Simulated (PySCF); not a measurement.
**[Pb(BH4)3]−: a change of charge**

How does [Pb(BH4)3]− respond at fixed geometry? The runs cover a change of charge. The structure is generated, not taken from experiment.

Method: PBE0, Pb def2-SVP with ECP60, B def2-SVP, H def2-SVP; scalar-relativistic core potentials, no spin–orbit coupling; program: PySCF 2.14.0.

1 further run of the same task is left out (for a known fault of the program).

## 1. The system as given

16 atoms, charge -1, spin multiplicity 1.

Bond lengths: Pb1–B2 2.672 Å, Pb1–B7 2.672 Å, Pb1–B12 2.672 Å, B2–H3 1.226 Å, B2–H4 1.257 Å, B2–H5 1.257 Å, B2–H6 1.243 Å, B7–H8 1.226 Å, B7–H9 1.257 Å, B7–H10 1.257 Å, B7–H11 1.243 Å, B12–H13 1.226 Å, B12–H14 1.257 Å, B12–H15 1.257 Å, B12–H16 1.243 Å. Angles: B2–Pb1–B7 120.0°, B2–Pb1–B12 120.0°, B7–Pb1–B12 120.0°, Pb1–B2–H3 176.3°, Pb1–B2–H4 67.9°, Pb1–B2–H5 67.9°, Pb1–B2–H6 72.7°, H3–B2–H4 110.2°, H3–B2–H5 110.2°, H3–B2–H6 111.0°, H4–B2–H5 106.8°, H4–B2–H6 109.3°, H5–B2–H6 109.3°, Pb1–B7–H8 176.3°, Pb1–B7–H9 67.9°, Pb1–B7–H10 67.9°, Pb1–B7–H11 72.7°, H8–B7–H9 110.2° and more.

Geometry (Å):

```xyz
16
B3H12Pb
Pb    0.0000    0.0000    0.0000
B     2.6715    0.0258    0.0000
H     3.8960   -0.0412    0.0000
H     2.2041   -0.5603    1.0089
H     2.2041   -0.5603   -1.0089
H     2.2906    1.2092    0.0000
B    -1.3581    2.3007    0.0000
H    -1.9123    3.3946    0.0000
H    -0.6168    2.1890    1.0089
H    -0.6168    2.1890   -1.0089
H    -2.1925    1.3791    0.0000
B    -1.3134   -2.3265    0.0000
H    -1.9836   -3.3534    0.0000
H    -1.5873   -1.6287    1.0089
H    -1.5873   -1.6287   -1.0089
H    -0.0981   -2.5883    0.0000
```

Formal oxidation states: Pb +2. An earlier session relaxed this geometry at PBE0, Pb def2-SVP with ECP60, B def2-SVP, H def2-SVP (singlet, point group C3h). Its vibrations showed it to be a saddle point, relaxed within its symmetry.

Its energy there is -274.453781 Eh.

## 2. One electron removed, multiplicity 2

Contents of run.py (the lines that set the calculation):

```python
mol = gto.M(atom='''
Pb     0.00000     0.00000     0.00000
B      2.67153     0.02583     0.00000
H      3.89595    -0.04117     0.00000
H      2.20412    -0.56032     1.00886
H      2.20412    -0.56032    -1.00886
H      2.29055     1.20918     0.00000
B     -1.35814     2.30070     0.00000
H     -1.91232     3.39458     0.00000
H     -0.61681     2.18898     1.00886
H     -0.61681     2.18898    -1.00886
H     -2.19246     1.37908     0.00000
B     -1.31339    -2.32653     0.00000
H     -1.98363    -3.35340     0.00000
H     -1.58731    -1.62866     1.00886
H     -1.58731    -1.62866    -1.00886
H     -0.09809    -2.58826     0.00000''',
    basis={'Pb': 'def2-SVP', 'B': 'def2-SVP', 'H': 'def2-SVP'},
    ecp={'Pb': 'def2-SVP'},
    charge=0, spin=1)
mf = dft.UKS(mol, xc='PBE0')
mf.grids.atom_grid = (50, 194)
mf = mf.density_fit()  # fitting sets: Pb def2-universal-JKFIT, B def2-universal-JKFIT, H def2-universal-JKFIT
mf.conv_tol = 1e-08; mf.max_cycle = 55
mf.kernel(dm0)  # dm0: the density of the relaxed state
```

Started as:

```
$ OMP_NUM_THREADS=2 python run.py
```

Log:

```text
init E= -274.458597402965
  HOMO = -0.139401038189  LUMO = -0.130154590435  gap/eV = 0.25161
cycle= 1 E= -274.245291929269  delta_E= 0.213  |g|= 0.115  |ddm|= 0.892
  HOMO = -0.346349196349  LUMO = -0.282526154094  gap/eV = 1.73671
cycle= 2 E= -274.254070223074  delta_E= -0.00878  |g|= 0.0787  |ddm|= 0.356
  HOMO = -0.325949176243  LUMO = -0.259731690269  gap/eV = 1.80187
cycle= 3 E= -274.258421954652  delta_E= -0.00435  |g|= 0.0105  |ddm|= 0.124
  HOMO = -0.324657125616  LUMO = -0.256363275159  gap/eV = 1.85837
cycle= 4 E= -274.258517247794  delta_E= -9.53e-05  |g|= 0.0057  |ddm|= 0.0258
  HOMO = -0.324911211402  LUMO = -0.255875175792  gap/eV = 1.87857
cycle= 5 E= -274.258543160714  delta_E= -2.59e-05  |g|= 0.00263  |ddm|= 0.0142
  HOMO = -0.325242474746  LUMO = -0.255609528573  gap/eV = 1.89481
cycle= 6 E= -274.258550524107  delta_E= -7.36e-06  |g|= 0.000666  |ddm|= 0.00624
  HOMO = -0.325340069025  LUMO = -0.255604981508  gap/eV = 1.89759
cycle= 7 E= -274.258551008189  delta_E= -4.84e-07  |g|= 0.000288  |ddm|= 0.00165
  HOMO = -0.325347178994  LUMO = -0.255602390582  gap/eV = 1.89785
cycle= 8 E= -274.258551039021  delta_E= -3.08e-08  |g|= 0.00025  |ddm|= 0.000795
  HOMO = -0.325347336542  LUMO = -0.25560076908  gap/eV = 1.89790
cycle= 9 E= -274.258551104935  delta_E= -6.59e-08  |g|= 2.53e-05  |ddm|= 0.000414
  HOMO = -0.325345796366  LUMO = -0.255601089568  gap/eV = 1.89785
cycle= 10 E= -274.258551106033  delta_E= -1.1e-09  |g|= 6.15e-06  |ddm|= 7.25e-05
  HOMO = -0.325345559522  LUMO = -0.255601140952  gap/eV = 1.89784
Extra cycle  E= -274.258551106094  delta_E= -6.14e-11  |g|= 2.82e-06  |ddm|= 1.64e-05
converged SCF energy = -274.258551106094  <S^2> = 0.75955299  2S+1 = 2.0095303
```

It took 17 s on 2 threads of Intel Xeon at 2.50GHz (Skylake/Cascade Lake), shared host.

Read off: E = -274.258551 Eh (+5.312 eV from the relaxed state), HOMO -8.85 eV, LUMO -6.96 eV (over both spins), ⟨S²⟩ = 0.760, Mulliken charge on Pb1 +0.81 e. 

## 3. The states side by side

| state | energy from the relaxed state (eV) | ⟨S²⟩ | time |
| --- | --- | --- | --- |
| charge -1, singlet, vacuum (relaxed) | 0 | 0.00 |  |
| charge 0, doublet, vacuum | 5.31 | 0.76 | 17 s |

An electron taken off or put on is at rest in vacuum. 

Removing an electron vertically costs 5.31 eV (doublet), against −HOMO = 3.67 eV. These are double-zeta-type bases without diffuse functions. Spin–orbit coupling is left out.
